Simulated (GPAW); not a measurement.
Crystal: Cu3Ge.

```xyz
4
Lattice="2.7284 0.0000 0.0000 -1.3642 2.3628 0.0000 0.0000 0.0000 8.2695" Properties=species:S:1:pos:R:3 pbc="T T T"
Ge    0.0000    0.0000    0.0000
Cu    1.3642    0.7876    2.1310
Cu    1.3642    0.7876    6.1385
Cu    0.0000    0.0000    4.1347
```

The cell comes from a database or a generator and needn't be the stable form of this composition.

- Program: GPAW 26.7.0
- Task: single point
- Functional: PBEsol
- Potentials or basis: PAW data sets generated in the run's folder for this functional
- Cutoff: 600 eV
- Basis: pw
- k mesh: 11 × 11 × 4
- Occupations: fermi-dirac, width 0.05 eV
- Spin: no spin polarisation

On this cell: pressure -4.5 GPa; largest force 0.017 eV/Å; band gap on the k mesh none (metal or under the smearing width).

The same run follows on a disturbed copy (atoms moved at random, drawn with an rms of 0.05 Å):

```
Ge Cu
1.0
     2.72837    0.00000    0.00000
    -1.36419    2.36284    0.00000
     0.00000    0.00000    8.26948
Ge Cu
1 3
Direct
  0.99973 0.99934 0.00477
  0.67292 0.33317 0.25922
  0.65143 0.31195 0.73622
  0.99227 0.00499 0.50442
```

What changes?

The energy (extrapolated to zero smearing) moves by +6.6 meV/atom; pressure -3.9 GPa; largest force 0.504 eV/Å; band gap on the k mesh none (metal or under the smearing width).

Forces on the atoms (eV/Å):
```
Ge   0.003 -0.012 -0.248
Cu  -0.041  0.018  0.154
Cu  -0.022  0.077  0.498
Cu   0.060 -0.083 -0.404
```

Stress tensor (GPa, compression positive):
```
-3.63 -0.22  0.08
-0.22 -4.26  0.36
 0.08  0.36 -3.88
```

Caveats: with this Cu data set, volumes or pressures lay over 1.5 % or 2 GPa off other programs in two to four cells of ten.
